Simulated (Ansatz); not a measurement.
**Cl₃H₃O₂Si₂: one species, many methods**

How much do the methods differ for Cl₃H₃O₂Si₂? The plan is to run it at one geometry with functionals of several rungs and with coupled cluster, and see how far each lands from CCSD(T) at the basis-set limit for the atomisation energy.

Computed with Ansatz 0.2.0, Gaussian basis. Level: functionals in def2-TZVPP, the program's frozen cores in correlated methods.

The runs, in order: PBE-D4, r2SCAN-D4, PBE0-D4, B3LYP-D4, ωB97X-V, ωB97M-V, B2PLYP; CCSD(T)/def2-TZVPP; MP2/def2-QZVPP; extrapolation to the limit.

### 1 Structure used throughout

All runs share one geometry, relaxed beforehand with PBE0-D4 in a triple-zeta def2 set.

SMILES `O[Si](O)(Cl)[SiH](Cl)Cl`, 10 atoms, charge 0, spin multiplicity 1.

Atoms are counted from 1 here; the program's logs count them from 0.

Bond lengths: O1–Si2 1.622 Å, O1–H8 0.960 Å, Si2–O3 1.633 Å, Si2–Cl4 2.058 Å, Si2–Si5 2.335 Å, O3–H9 0.959 Å, Si5–Cl6 2.045 Å, Si5–Cl7 2.055 Å, Si5–H10 1.480 Å. Angles: Si2–O1–H8 119.4°, O1–Si2–O3 108.8°, O1–Si2–Cl4 112.2°, O1–Si2–Si5 107.3°, O3–Si2–Cl4 108.3°, O3–Si2–Si5 112.7°, Cl4–Si2–Si5 107.5°, Si2–O3–H9 118.0°, Si2–Si5–Cl6 110.3°, Si2–Si5–Cl7 106.1°, Si2–Si5–H10 115.3°, Cl6–Si5–Cl7 109.6°, Cl6–Si5–H10 107.9°, Cl7–Si5–H10 107.4°.

### 2 PBE-D4 (GGA)

Contents of in.yaml:

```yaml
crystal:
  periodic: [false, false, false]
  atoms:
    - {symbol: O, position_ang: [-0.826233, -0.278542, 1.830201]}
    - {symbol: Si, position_ang: [-0.709935, -0.075638, 0.224781]}
    - {symbol: O, position_ang: [-1.479222, 1.303929, -0.189134]}
    - {symbol: Cl, position_ang: [-1.561659, -1.630364, -0.819628]}
    - {symbol: Si, position_ang: [1.563218, -0.034641, -0.307462]}
    - {symbol: Cl, position_ang: [2.386859, -1.888325, -0.050853]}
    - {symbol: Cl, position_ang: [1.674035, 0.502431, -2.288129]}
    - {symbol: H, position_ang: [-1.690797, -0.253814, 2.246446]}
    - {symbol: H, position_ang: [-1.731566, 1.420661, -1.107249]}
    - {symbol: H, position_ang: [2.375290, 0.934323, 0.461038]}
basis:
  gaussian: {orbitals: def2-TZVPP}
hamiltonian: {xc: pbe, dispersion: d4}
output: {forces: true, orbitals: {seedname: orbitals}}
```

On the command line:

```
$ ansatz run in.yaml --threads 2 --pin off --events-out ev --progress --plain --max-ram 32768MiB --backend cuda --devices 0, --max-vram 18GiB
```

The runs that follow: r2SCAN-D4 (meta-GGA); PBE0-D4 (hybrid); B3LYP-D4 (hybrid); ωB97X-V (range-separated); ωB97M-V (range-separated); B2PLYP (double hybrid); CCSD(T) in def2-TZVPP; MP2 in def2-QZVPP.

**Question.** What will the summary of the whole plan be? Wanted: atomisation energy, CCSD(T)/CBS; farthest; mean size of error, hybrid; mean size of error, range-separated; gap, smallest and largest; T1 diagnostic; triples share of the correlation energy.

As calculated:

| quantity | value |
| --- | --- |
| atomisation energy, CCSD(T)/CBS | 37.758 eV |
| functionals within 0.189 eV (0.5 %) | r2SCAN-D4, ωB97X-V, ωB97M-V |
| farthest | B2PLYP (-0.989 eV) |
| mean size of error, hybrid | 0.561 eV |
| mean size of error, range-separated | 0.007 eV |
| gap, smallest and largest | 5.51 eV (PBE-D4), 12.03 eV (ωB97X-V) |
| T1 diagnostic | 0.0108 |
| triples share of the correlation energy | 3.9 % |

**Reading.** PBE-D4 is off by +0.296 eV. Double hybrids carry the basis error of their MP2 part in triple zeta, and no dispersion term here, so their miss is partly the set-up's. Misses under about 0.189 eV are within the doubt on the reference itself, which lacks core-valence correlation, relativity and higher excitations. Hartree-Fock recovers 71 % of the binding; the rest is correlation. Orbital gaps span 5.5 to 12.0 eV; exact exchange widens them.
